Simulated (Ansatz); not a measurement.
Born–Oppenheimer molecular dynamics of a periodic cell of 16 atoms, WC (start crystal WC, start structure P-6m2, volume 1.1 times the crystal's). It starts from a structure without forces on its atoms.

All numbers below come from Ansatz 0.2.0, DFT r2SCAN, scalar-relativistic, plane waves, PAW. Settings: PAW set soft_1, cutoff 500 eV, k mesh 2x2x2, fermi-dirac smearing 0.24 eV, no spin polarisation.

```
ensemble        : NVT, Langevin thermostat
time step       : 0.75 fs
steps asked     : 110
set temperature : 2800 K
friction        : 0.02 /fs
seed            : 835956
```

Frames 3.75 fs apart, positions in Å, forces in eV/Å.

Velocities at 7.5 fs (Å/ps):

```
W 0.66 -0.86 -1.59
C -14.60 1.03 -14.88
W -4.69 -1.67 4.81
C 18.67 -7.14 -10.34
W -0.74 -5.60 5.68
C -10.93 7.97 -5.85
W 4.54 4.65 -7.33
C -14.75 1.01 -8.14
W 0.79 2.63 -2.73
C -3.90 1.71 2.37
W 0.86 7.59 -4.68
C -1.38 6.75 5.97
W 6.39 2.76 3.64
C -3.59 9.88 2.07
W -2.02 -0.17 1.34
C 16.27 2.04 0.55
```

```xyz
16
Lattice="-2.9957 -5.1887 0.0000 4.4935 -2.5943 0.0000 0.0000 0.0000 5.8448" Properties=species:S:1:pos:R:3:forces:R:3 time_fs=7.5 energy_less_start_eV=1.154 T=2308
W -0.007 -5.205 -0.006 0.03 0.25 0.29
C 1.330 -4.256 1.341 1.89 -0.46 1.26
W -0.043 -5.209 2.957 1.18 0.86 -0.91
C 1.639 -4.380 4.282 -1.87 0.88 0.80
W -1.492 -2.633 0.034 -0.44 1.14 -1.57
C -0.091 -1.672 1.389 0.98 -0.22 0.63
W -1.470 -2.559 2.874 -0.56 -0.78 0.70
C -0.118 -1.765 4.349 1.97 0.56 0.28
W 1.512 -2.586 -0.015 -0.80 0.24 -0.20
C 2.949 -1.688 1.565 0.25 -0.33 -1.38
W 1.496 -2.544 2.891 -0.60 -1.16 0.78
C 2.910 -1.673 4.424 1.27 -1.00 -0.56
W 0.050 0.016 0.019 -1.33 -0.12 -0.74
C -1.510 -4.293 1.432 -0.15 -0.47 0.54
W -0.010 -0.019 2.931 -0.24 0.73 0.12
C -1.373 -4.311 4.383 -1.59 -0.13 -0.04
16
Lattice="-2.9957 -5.1887 0.0000 4.4935 -2.5943 0.0000 0.0000 0.0000 5.8448" Properties=species:S:1:pos:R:3:forces:R:3 time_fs=11.25 energy_less_start_eV=2.184 T=1954
W -0.007 -5.210 -0.015 -0.01 0.27 0.55
C 1.274 -4.252 1.301 2.57 -0.15 1.66
W -0.063 -5.212 2.973 1.83 1.02 -1.50
C 1.684 -4.406 4.234 -2.57 1.28 1.24
W -1.497 -2.656 0.053 -0.59 1.83 -2.59
C -0.156 -1.650 1.367 1.83 -0.12 0.81
W -1.452 -2.538 2.851 -0.92 -1.27 1.07
C -0.175 -1.755 4.330 2.90 0.57 0.58
W 1.517 -2.572 -0.029 -1.09 0.07 -0.06
C 2.951 -1.676 1.564 0.11 -0.38 -1.43
W 1.501 -2.517 2.874 -0.80 -1.66 1.04
C 2.907 -1.662 4.443 1.40 -1.24 -0.98
W 0.072 0.019 0.030 -1.87 -0.08 -0.99
C -1.500 -4.262 1.438 -0.35 -1.07 0.63
W -0.017 -0.017 2.937 -0.27 0.85 0.00
C -1.330 -4.317 4.391 -2.17 0.07 -0.02
16
Lattice="-2.9957 -5.1887 0.0000 4.4935 -2.5943 0.0000 0.0000 0.0000 5.8448" Properties=species:S:1:pos:R:3:forces:R:3 time_fs=15 energy_less_start_eV=3.043 T=2184
W -0.010 -5.217 -0.026 0.46 0.52 1.13
C 1.250 -4.237 1.313 2.66 -0.12 1.26
W -0.084 -5.208 2.989 2.66 1.07 -2.43
C 1.699 -4.394 4.202 -2.75 1.26 1.53
W -1.502 -2.676 0.063 -0.88 2.33 -3.56
C -0.226 -1.673 1.346 3.00 0.81 0.90
W -1.435 -2.522 2.828 -1.53 -1.51 1.75
C -0.215 -1.729 4.335 3.41 0.40 0.56
W 1.526 -2.556 -0.047 -1.27 -0.28 0.22
C 2.968 -1.658 1.546 -0.21 -0.58 -1.26
W 1.506 -2.495 2.863 -0.86 -2.02 1.02
C 2.926 -1.655 4.427 1.24 -1.40 -0.87
W 0.093 0.018 0.040 -2.35 -0.14 -1.05
C -1.484 -4.224 1.442 -0.58 -1.88 0.72
W -0.027 -0.012 2.948 -0.20 0.86 -0.31
C -1.307 -4.346 4.378 -2.79 0.68 0.39
16
Lattice="-2.9957 -5.1887 0.0000 4.4935 -2.5943 0.0000 0.0000 0.0000 5.8448" Properties=species:S:1:pos:R:3:forces:R:3 time_fs=18.75 energy_less_start_eV=3.511 T=2045
W -0.012 -5.218 -0.037 0.96 0.58 1.45
C 1.274 -4.222 1.321 2.13 -0.26 0.85
W -0.104 -5.201 3.002 3.40 1.02 -3.17
C 1.671 -4.333 4.195 -2.05 0.57 1.31
W -1.511 -2.695 0.067 -1.35 2.62 -4.46
C -0.291 -1.697 1.298 4.18 1.69 1.46
W -1.412 -2.509 2.805 -2.46 -1.23 2.95
C -0.215 -1.694 4.372 3.23 -0.06 0.04
W 1.532 -2.537 -0.069 -1.33 -0.69 0.42
C 2.955 -1.649 1.510 -0.11 -0.59 -0.93
W 1.507 -2.468 2.861 -0.77 -2.51 0.85
C 2.968 -1.690 4.377 0.77 -0.68 -0.14
W 0.110 0.016 0.055 -2.81 -0.14 -1.27
C -1.480 -4.201 1.455 -0.58 -2.40 0.74
W -0.033 -0.012 2.965 -0.24 1.00 -0.78
C -1.312 -4.368 4.368 -2.97 1.09 0.68
16
Lattice="-2.9957 -5.1887 0.0000 4.4935 -2.5943 0.0000 0.0000 0.0000 5.8448" Properties=species:S:1:pos:R:3:forces:R:3 time_fs=22.5 energy_less_start_eV=3.670 T=2074
W -0.007 -5.217 -0.046 1.38 0.84 1.68
C 1.338 -4.192 1.346 1.23 -0.59 0.38
W -0.128 -5.192 3.006 3.95 0.97 -3.34
C 1.630 -4.265 4.217 -1.25 -0.22 0.96
W -1.521 -2.710 0.064 -1.40 2.69 -4.69
C -0.310 -1.721 1.262 4.69 2.15 1.84
W -1.394 -2.488 2.787 -3.12 -1.13 3.81
C -0.177 -1.643 4.404 2.64 -0.85 -0.41
W 1.532 -2.517 -0.092 -1.13 -1.10 0.72
C 2.946 -1.621 1.464 -0.08 -0.90 -0.39
W 1.510 -2.451 2.862 -0.60 -2.68 0.56
C 3.032 -1.745 4.343 -0.11 0.44 0.49
W 0.122 0.014 0.073 -3.16 0.03 -1.61
C -1.497 -4.221 1.478 -0.31 -1.89 0.60
W -0.041 -0.010 2.977 0.10 1.15 -1.29
C -1.319 -4.360 4.374 -2.85 1.09 0.70
16
Lattice="-2.9957 -5.1887 0.0000 4.4935 -2.5943 0.0000 0.0000 0.0000 5.8448" Properties=species:S:1:pos:R:3:forces:R:3 time_fs=26.25 energy_less_start_eV=3.807 T=1871
W -0.005 -5.214 -0.044 1.67 1.01 1.57
C 1.401 -4.173 1.360 0.52 -0.77 0.23
W -0.144 -5.178 3.008 3.98 0.89 -2.87
C 1.595 -4.194 4.256 -0.72 -1.01 0.57
W -1.534 -2.723 0.060 -0.94 2.93 -4.08
C -0.286 -1.751 1.263 4.48 2.14 1.57
W -1.381 -2.469 2.778 -3.54 -1.17 4.27
C -0.137 -1.579 4.433 2.10 -1.95 -0.71
W 1.540 -2.498 -0.114 -1.00 -1.48 1.26
C 2.946 -1.600 1.433 -0.10 -1.16 0.14
W 1.513 -2.445 2.868 -0.42 -2.54 0.20
C 3.103 -1.804 4.343 -1.24 1.67 0.86
W 0.131 0.003 0.083 -3.40 0.41 -1.56
C -1.538 -4.259 1.531 0.20 -0.96 0.10
W -0.048 -0.004 2.989 0.65 1.15 -1.84
C -1.347 -4.349 4.407 -2.24 0.84 0.29
16
Lattice="-2.9957 -5.1887 0.0000 4.4935 -2.5943 0.0000 0.0000 0.0000 5.8448" Properties=species:S:1:pos:R:3:forces:R:3 time_fs=30 energy_less_start_eV=3.948 T=2021
W -0.005 -5.209 -0.033 1.70 1.28 1.06
C 1.474 -4.139 1.383 -0.16 -1.12 0.01
W -0.160 -5.168 3.004 3.79 0.92 -2.17
C 1.548 -4.123 4.283 -0.18 -1.92 0.30
W -1.552 -2.731 0.055 -0.07 3.32 -3.02
C -0.227 -1.750 1.294 3.43 1.46 0.94
W -1.377 -2.450 2.773 -3.68 -1.32 4.35
C -0.085 -1.555 4.444 1.52 -2.53 -0.84
W 1.549 -2.484 -0.138 -0.88 -1.65 1.99
C 2.934 -1.594 1.397 0.11 -1.17 0.68
W 1.519 -2.447 2.876 -0.42 -2.16 -0.17
C 3.178 -1.843 4.363 -2.52 2.53 1.14
W 0.136 -0.017 0.088 -3.43 1.06 -1.42
C -1.588 -4.292 1.593 0.79 -0.06 -0.61
W -0.057 0.000 2.999 1.28 0.94 -2.30
C -1.398 -4.329 4.425 -1.26 0.40 0.06
16
Lattice="-2.9957 -5.1887 0.0000 4.4935 -2.5943 0.0000 0.0000 0.0000 5.8448" Properties=species:S:1:pos:R:3:forces:R:3 time_fs=33.75 energy_less_start_eV=4.282 T=2195
W 0.001 -5.207 -0.025 1.49 1.61 0.55
C 1.542 -4.102 1.419 -0.66 -1.52 -0.30
W -0.175 -5.157 2.994 3.52 0.94 -1.35
C 1.494 -4.084 4.321 0.31 -2.62 -0.05
W -1.569 -2.741 0.043 0.78 3.75 -1.69
C -0.133 -1.730 1.360 1.96 0.70 0.19
W -1.371 -2.429 2.772 -3.73 -1.74 4.02
C -0.022 -1.579 4.435 0.82 -2.11 -0.74
W 1.559 -2.474 -0.161 -0.75 -1.75 2.90
C 2.910 -1.594 1.362 0.60 -1.06 1.18
W 1.532 -2.445 2.892 -0.59 -1.88 -0.63
C 3.230 -1.880 4.379 -3.64 3.17 1.56
W 0.140 -0.035 0.092 -3.35 1.34 -1.39
C -1.627 -4.343 1.636 1.28 1.06 -1.19
W -0.072 0.002 3.004 2.08 0.47 -2.64
C -1.459 -4.288 4.449 -0.13 -0.36 -0.42
16
Lattice="-2.9957 -5.1887 0.0000 4.4935 -2.5943 0.0000 0.0000 0.0000 5.8448" Properties=species:S:1:pos:R:3:forces:R:3 time_fs=37.5 energy_less_start_eV=4.700 T=1723
W 0.010 -5.201 -0.019 1.11 1.73 0.34
C 1.563 -4.057 1.446 -0.68 -2.03 -0.46
W -0.187 -5.147 2.983 3.35 0.92 -0.68
C 1.445 -4.104 4.379 0.70 -2.55 -0.62
W -1.585 -2.749 0.041 1.09 4.04 -0.83
C -0.033 -1.700 1.426 0.57 0.16 -0.14
W -1.365 -2.411 2.777 -3.65 -2.07 3.49
C 0.034 -1.616 4.408 0.12 -1.34 -0.42
W 1.571 -2.466 -0.185 -0.74 -1.88 3.87
C 2.889 -1.601 1.345 1.06 -0.75 1.49
W 1.538 -2.443 2.905 -0.57 -1.80 -0.88
C 3.246 -1.886 4.405 -4.00 3.17 1.46
W 0.141 -0.052 0.096 -3.22 1.48 -1.38
C -1.659 -4.375 1.672 1.61 1.80 -1.67
W -0.082 0.006 3.012 2.39 0.24 -2.53
C -1.522 -4.248 4.481 0.85 -1.11 -1.03
16
Lattice="-2.9957 -5.1887 0.0000 4.4935 -2.5943 0.0000 0.0000 0.0000 5.8448" Properties=species:S:1:pos:R:3:forces:R:3 time_fs=41.25 energy_less_start_eV=5.149 T=2085
W 0.023 -5.192 -0.019 0.57 1.64 0.43
C 1.573 -4.023 1.466 -0.65 -2.36 -0.58
W -0.197 -5.136 2.971 3.39 0.91 -0.19
C 1.388 -4.161 4.420 1.22 -1.80 -0.98
W -1.597 -2.751 0.047 1.19 4.21 -0.33
C 0.069 -1.682 1.453 -0.71 -0.15 0.11
W -1.362 -2.397 2.782 -3.35 -2.18 3.07
C 0.079 -1.681 4.385 -0.73 0.00 -0.21
W 1.579 -2.455 -0.209 -0.55 -2.30 4.79
C 2.864 -1.592 1.354 1.52 -0.52 1.56
W 1.542 -2.439 2.922 -0.43 -1.87 -1.33
C 3.257 -1.853 4.438 -3.86 2.59 0.97
W 0.141 -0.069 0.110 -2.90 1.85 -1.68
C -1.676 -4.351 1.708 1.53 1.84 -2.06
W -0.086 0.015 3.016 2.37 0.17 -1.97
C -1.573 -4.197 4.510 1.39 -2.03 -1.60
16
Lattice="-2.9957 -5.1887 0.0000 4.4935 -2.5943 0.0000 0.0000 0.0000 5.8448" Properties=species:S:1:pos:R:3:forces:R:3 time_fs=45 energy_less_start_eV=5.587 T=2180
W 0.035 -5.184 -0.018 -0.26 1.46 0.73
C 1.590 -4.002 1.500 -0.61 -2.51 -0.95
W -0.212 -5.122 2.955 3.60 0.64 0.17
C 1.311 -4.265 4.413 2.06 -0.24 -0.89
W -1.609 -2.748 0.059 1.29 3.94 -0.24
C 0.140 -1.685 1.454 -1.32 -0.06 0.44
W -1.355 -2.390 2.792 -3.22 -2.15 2.85
C 0.129 -1.744 4.361 -1.90 1.16 0.01
W 1.590 -2.452 -0.231 -0.59 -2.94 5.77
C 2.872 -1.564 1.367 1.53 -0.65 1.66
W 1.551 -2.435 2.943 -0.24 -1.81 -2.17
C 3.226 -1.791 4.495 -2.71 1.45 -0.43
W 0.141 -0.077 0.121 -2.80 2.00 -1.69
C -1.678 -4.296 1.732 1.13 1.38 -2.23
W -0.088 0.027 3.017 1.99 0.50 -1.16
C -1.654 -4.186 4.530 2.05 -2.16 -1.87
16
Lattice="-2.9957 -5.1887 0.0000 4.4935 -2.5943 0.0000 0.0000 0.0000 5.8448" Properties=species:S:1:pos:R:3:forces:R:3 time_fs=48.75 energy_less_start_eV=6.118 T=2075
W 0.042 -5.171 -0.014 -1.12 1.30 1.47
C 1.596 -3.988 1.541 -0.51 -2.56 -1.20
W -0.223 -5.111 2.948 3.44 0.47 0.09
C 1.263 -4.390 4.409 2.86 1.35 -1.08
W -1.620 -2.745 0.064 1.31 3.74 -0.35
C 0.175 -1.680 1.464 -1.46 0.09 0.63
W -1.356 -2.384 2.810 -3.09 -1.92 2.71
C 0.170 -1.740 4.354 -2.86 1.35 0.10
W 1.597 -2.450 -0.252 -1.04 -3.38 7.20
C 2.924 -1.542 1.383 1.01 -0.84 1.75
W 1.563 -2.429 2.970 -0.17 -1.41 -3.20
C 3.159 -1.722 4.574 -0.88 0.32 -2.33
W 0.140 -0.074 0.125 -2.99 1.97 -1.32
C -1.673 -4.193 1.726 0.86 -0.05 -1.77
W -0.099 0.035 3.011 1.98 1.21 -0.73
C -1.720 -4.207 4.545 2.66 -1.65 -1.98
```

Of the whole run (82 fs, mean temperature of the second half 2176 K): The mean temperature of the second half is 22 % below the set value. A run of 0.083 ps of so small a system gives no equilibrium averages. Limits of this set-up: coarse k mesh.

Run time: 24 min on 2 threads of Arm Neoverse V1 (shared host), peak memory 0.99 GiB.
